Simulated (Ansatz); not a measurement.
# CH4Cl2SeSi: the cost of one run

All numbers are computed with Ansatz 0.2.0, driven from Python. Level of theory: B3LYP+D3(BJ)/def2-TZVP.

## (1) Starting point

Bond lengths: C1–Se2 1.881 Å, Se2–Si3 2.270 Å, Si3–Cl4 2.092 Å, Si3–Cl5 2.128 Å, C1–H6 1.164 Å, C1–H7 1.099 Å, C1–H8 1.120 Å, Si3–H9 1.510 Å. Angles: C1–Se2–Si3 91.7°, Se2–C1–H6 112.3°, Se2–C1–H7 111.8°, Se2–C1–H8 112.2°, H6–C1–H7 105.9°, H6–C1–H8 104.5°, H7–C1–H8 109.6°, Se2–Si3–Cl4 112.1°, Se2–Si3–Cl5 108.6°, Se2–Si3–H9 111.0°, Cl4–Si3–Cl5 106.3°, Cl4–Si3–H9 111.1°, Cl5–Si3–H9 107.5°.

No structure file is read: the coordinates are typed or built in the script.

## (2) The code

ch4cl2sesi.py

```python
"""Vertical spin-state energies of CH4Cl2SeSi."""

import ansatz
from ase import Atoms

atoms = Atoms(["C", "Se", "Si", "Cl", "Cl", "H", "H", "H", "H"], positions=[
    [-1.4653, -0.5559, -0.2329],
    [0.1658, -1.4907, -0.2932],
    [1.33, 0.3708, 0.2838],
    [1.3587, 1.7894, -1.2528],
    [3.3578, -0.1755, 0.629],
    [-1.497, 0.3264, -0.9916],
    [-2.3165, -1.2029, -0.4868],
    [-1.6421, -0.0758, 0.763],
    [0.7972, 0.968, 1.5644],
])
molecule = ansatz.Crystal.molecule_from_ase(atoms)

base = (
    molecule.calculation()
    .basis(gaussian="def2-TZVP")
    .functional("b3lyp", dispersion="d3bj")
)
found = {}
for unpaired in [0, 2, 4]:
    report = base.spin("collinear", total=unpaired).run(threads=1).report
    s = unpaired / 2
    found[unpaired] = report["free_energy_ev"]
    print(f"2S+1 = {unpaired + 1}: E = {found[unpaired]:.5f} eV, <S^2> = {abs(report['mean_field']['state']['spin_squared']):.3f} (pure state {s * (s + 1):.2f})")
lowest = min(found, key=found.get)
for unpaired, e in found.items():
    print(f"multiplicity {unpaired + 1}: {96.485332 * (e - found[lowest]):.1f} kJ/mol above the lowest")
```

## (3) What the engine is handed

The package turns the script's settings into the engine's input (first run):

```yaml
crystal:
  periodic: [false, false, false]
  atoms:
    - { symbol: C, position_ang: [-1.4653, -0.5559, -0.2329] }
    - { symbol: Se, position_ang: [0.1658, -1.4907, -0.2932] }
    - { symbol: Si, position_ang: [1.33, 0.3708, 0.2838] }
    - { symbol: Cl, position_ang: [1.3587, 1.7894, -1.2528] }
    - { symbol: Cl, position_ang: [3.3578, -0.1755, 0.629] }
    - { symbol: H, position_ang: [-1.497, 0.3264, -0.9916] }
    - { symbol: H, position_ang: [-2.3165, -1.2029, -0.4868] }
    - { symbol: H, position_ang: [-1.6421, -0.0758, 0.763] }
    - { symbol: H, position_ang: [0.7972, 0.968, 1.5644] }
basis:
  gaussian:
    orbitals: def2-TZVP
hamiltonian:
  xc: b3lyp
  dispersion: d3bj
magnetization:
  spin_polarized: true
  initial_magnetization: 0.0
```

## (4) The run

Launch:

```sh
> python ch4cl2sesi.py
```

**Question.** How long does this script take on 1 thread of Arm Neoverse V2, shared host, and how much memory does it need?

About 3.3 min, with a peak of 1.1 GiB.
